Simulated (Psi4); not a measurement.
# SiHBrO (SMILES O[Si]Br) at DSD-PBEP86/aug-cc-pVDZ (density fitting for correlation)

Aim: the vertical ionisation energy of SiHBrO at DSD-PBEP86/aug-cc-pVDZ (density fitting for correlation), from 2 runs. 

The results are computed with Psi4 1.11.

## Step 1: The molecule

SiHBrO: 4 atoms, total charge 0, spin state singlet. SMILES: `O[Si]Br`. The shape is that of a PBE0-D4/def2-TZVP optimisation.

Bond lengths: O1–Si2 1.636 Å, Si2–Br3 2.289 Å, O1–H4 0.963 Å. Angles: O1–Si2–Br3 101.2°, Si2–O1–H4 120.7°.

## Step 2: A single-point energy at DSD-PBEP86/aug-cc-pVDZ (density fitting for correlation)

File brhosi.xyz:

```xyz
4
BrHOSi
O     -0.885200     0.465100    -0.454500
Si    -0.590500    -0.799600     0.539800
Br     1.692600    -0.725200     0.691600
H     -0.161400     0.999400    -0.797200
```

File run_ase.py:

```python
import numpy as np
from ase.calculators.psi4 import Psi4
from ase.io import read

mol = read('brhosi.xyz')
calc = Psi4(atoms=mol, method='dsd-pbep86', basis='aug-cc-pVDZ', memory='1600MB', num_threads=1, charge=0, multiplicity=1, label='calc')
calc.psi4.set_options({'puream': True, 'e_convergence': 1e-09, 'd_convergence': 1e-08, 'scf_type': 'pk', 'dft_radial_points': 99, 'dft_spherical_points': 590, 'num_frozen_docc': 15})
mol.calc = calc

print(f'energy: {mol.get_potential_energy():.6f} eV')
```

On the command line:

```console
$ python run_ase.py
```

calc.dat:

```text
[...]
  Running in c1 symmetry.
[...]
  Nuclear repulsion =  211.840014137076139
[...]
  Multiplicity = 1
[...]
  Nalpha       = 29
  Nbeta        = 29
[...]
    Number of basis functions: 95
[...]
   @RKS iter   1: -2937.75849603857296   -1.95315e+00   8.07346e-03 DIIS/ADIIS
[...]
   @RKS iter  11: -2937.97116498379000   -7.27596e-12   7.29743e-09 DIIS
[...]
    Orbital Energies [Eh]
    ---------------------
    Doubly Occupied:
       1A   -487.554345     2A    -67.939377     3A    -64.266985
       4A    -57.775667     5A    -57.775018     6A    -57.774746
       7A    -20.112206     8A     -9.459334     9A     -7.142235
      10A     -7.138108    11A     -7.137026    12A     -5.914869
      13A     -4.102404    14A     -4.102158    15A     -4.099374
      16A     -3.007303    17A     -3.005987    18A     -3.004918
      19A     -3.001006    20A     -3.000963    21A     -1.271839
      22A     -0.935503    23A     -0.715084    24A     -0.576130
      25A     -0.505275    26A     -0.484586    27A     -0.393403
      28A     -0.391312    29A     -0.338058
[...]
  @RKS Final Energy: -2937.97116498379000
   => Energetics <=
    Nuclear Repulsion Energy =            211.8400141370761389
    One-Electron Energy =               -4509.6487363256474055
    Two-Electron Energy =                1394.1633198447816540
    DFT Exchange-Correlation Energy =     -34.3257626399995956
    Empirical Dispersion Energy =           0.0000000000000000
    VV10 Nonlocal Energy =                  0.0000000000000000
    Total Energy =                      -2937.9711649837895493
[...]
 Multipole Moments:
 ------------------------------------------------------------------------------------
     Multipole            Electronic (a.u.)      Nuclear  (a.u.)        Total (a.u.)
 ------------------------------------------------------------------------------------
 L = 1.  Multiply by 2.5417464519 to convert [e a0] to [Debye]
 Dipole X            :          8.0519565           -8.2434265           -0.1914700
 Dipole Y            :         -2.4744180            2.7469021            0.2724841
 Dipole Z            :          2.6287882           -2.8548365           -0.2260483
 Magnitude           :                                                    0.4024999
[...]
```

The script printed:

```text
energy: -79952.370552 eV
```

Run time: 29 s. Hardware: 1 thread of Intel Xeon Platinum 8375C at 2.90GHz (Ice Lake), shared host; peak memory 0.92 GiB.

## Step 3: The doublet cation

File calc.py:

```python
import psi4

psi4.set_memory(1600000000)
psi4.set_num_threads(1)
psi4.set_output_file('brhosi.out', False)

mol = psi4.geometry("""
1 2
O
Si 1 1.635526
Br 2 2.28935 1 101.23745
H 1 0.962708 2 120.67058 3 0.01005
units angstrom
symmetry c1
""")

psi4.set_options({
    'basis': 'aug-cc-pVDZ',
    'reference': 'uks',
    'puream': True,
    'e_convergence': 1e-09,
    'd_convergence': 1e-08,
    'scf_type': 'pk',
    'dft_radial_points': 99,
    'dft_spherical_points': 590,
    'num_frozen_docc': 15,
    'maxiter': 200,
})

E = psi4.energy('DSD-PBEP86')
print('E =', round(E, 9))
for k, v in sorted(psi4.core.scalar_variables().items()):
    print(f'{k:45s} {v:18.10f}')
```

On the command line:

```console
$ python calc.py
```

brhosi.out:

```text
[...]
  Running in c1 symmetry.
[...]
  Nuclear repulsion =  211.840037672564478
[...]
  Multiplicity = 2
[...]
  Nalpha       = 29
  Nbeta        = 28
[...]
    Number of basis functions: 95
[...]
   @UKS iter   1: -2937.37821924432046   -1.57287e+00   8.04405e-03 ADIIS/DIIS
[...]
   @UKS iter  18: -2937.62319140690670   -6.82121e-12   3.91417e-09 DIIS
[...]
   @S^2 Observed:                7.732299198E-01
[...]
    Orbital Energies [Eh]
    ---------------------
    Alpha Occupied:
       1A   -487.812067     2A    -68.252941     3A    -64.522905
       4A    -58.034152     5A    -58.030276     6A    -58.030085
       7A    -20.340393     8A     -9.714868     9A     -7.404219
      10A     -7.390103    11A     -7.389609    12A     -6.223222
      13A     -4.413189    14A     -4.411016    15A     -4.407807
      16A     -3.266908    17A     -3.263079    18A     -3.262568
      19A     -3.251126    20A     -3.251102    21A     -1.495149
      22A     -1.186878    23A     -0.952346    24A     -0.812652
      25A     -0.732274    26A     -0.723242    27A     -0.645501
      28A     -0.623869    29A     -0.620173
    Alpha Virtual:
[...]
  @UKS Final Energy: -2937.62319140690670
   => Energetics <=
    Nuclear Repulsion Energy =            211.8400376725644776
    One-Electron Energy =               -4494.7813565836113412
    Two-Electron Energy =                1379.5519677483171108
    DFT Exchange-Correlation Energy =     -34.2338402441773226
    Empirical Dispersion Energy =           0.0000000000000000
    VV10 Nonlocal Energy =                  0.0000000000000000
    Total Energy =                      -2937.6231914069066988
[...]
 Multipole Moments:
 ------------------------------------------------------------------------------------
     Multipole            Electronic (a.u.)      Nuclear  (a.u.)        Total (a.u.)
 ------------------------------------------------------------------------------------
 L = 1.  Multiply by 2.5417464519 to convert [e a0] to [Debye]
 Dipole X            :          0.0000500           -0.0001450           -0.0000949
 Dipole Y            :         -5.7795638            7.4216220            1.6420582
 Dipole Z            :          5.1285112           -5.3450119           -0.2165008
 Magnitude           :                                                    1.6562692
[...]
```

On the terminal:

```text
E = -2937.834897582
CURRENT ENERGY                                  -2937.8348975816
CURRENT REFERENCE ENERGY                        -2937.6231914069
DD SOLVATION ENERGY                                 0.0000000000
DFT FUNCTIONAL TOTAL ENERGY                     -2937.6231914069
DFT TOTAL ENERGY                                -2937.8348975816
DFT VV10 ENERGY                                     0.0000000000
DFT XC ENERGY                                     -34.2338402442
DOUBLE-HYBRID CORRECTION ENERGY                    -0.2117061747
DSD-PBEP86 DOUBLE-HYBRID CORRECTION ENERGY         -0.2117061747
DSD-PBEP86 TOTAL ENERGY                         -2937.8348975816
GRID ELECTRONS ALPHA                               28.9999999810
GRID ELECTRONS BETA                                27.9999999656
GRID ELECTRONS TOTAL                               56.9999999466
NUCLEAR REPULSION ENERGY                          211.8400376726
ONE-ELECTRON ENERGY                             -4494.7813565836
PCM POLARIZATION ENERGY                             0.0000000000
PE ENERGY                                           0.0000000000
SCF ITERATION ENERGY                            -2937.6231914069
SCF ITERATIONS                                     18.0000000000
SCF TOTAL ENERGY                                -2937.6231914069
TWO-ELECTRON ENERGY                              1379.5519677483
XC GRID RADIAL POINTS                              99.0000000000
XC GRID SPHERICAL POINTS                          590.0000000000
XC GRID TOTAL POINTS                           227051.0000000000
```

Run time: 39 s. Hardware: 1 thread of Intel Xeon Platinum 8375C at 2.90GHz (Ice Lake), shared host; peak memory 0.88 GiB.

## Step 4: What came out

At DSD-PBEP86/aug-cc-pVDZ (density fitting for correlation), 15 core orbitals frozen:

| quantity | value |
| --- | --- |
| singlet SiHBrO: total energy | -2938.19545 Eh |
| singlet SiHBrO: HOMO energy (SCF part's orbitals) | -9.20 eV |
| singlet SiHBrO: LUMO energy (SCF part's orbitals) | -0.48 eV |
| singlet SiHBrO: HOMO–LUMO gap (SCF part's orbitals) | 8.72 eV |
| doublet cation: total energy | -2937.83490 Eh |
| doublet cation: HOMO energy (SCF part's orbitals) (highest over α and β) | -16.66 eV |
| doublet cation: LUMO energy (SCF part's orbitals) (lowest over α and β) | -9.75 eV |
| doublet cation: ⟨S²⟩ | 0.773 |
| vertical ionisation energy (to the doublet cation) | 9.811 eV |

The vertical ionisation energy comes to 9.81 eV (947 kJ/mol). The negative HOMO energy of the first species, 9.20 eV, lies 0.61 eV below that difference.
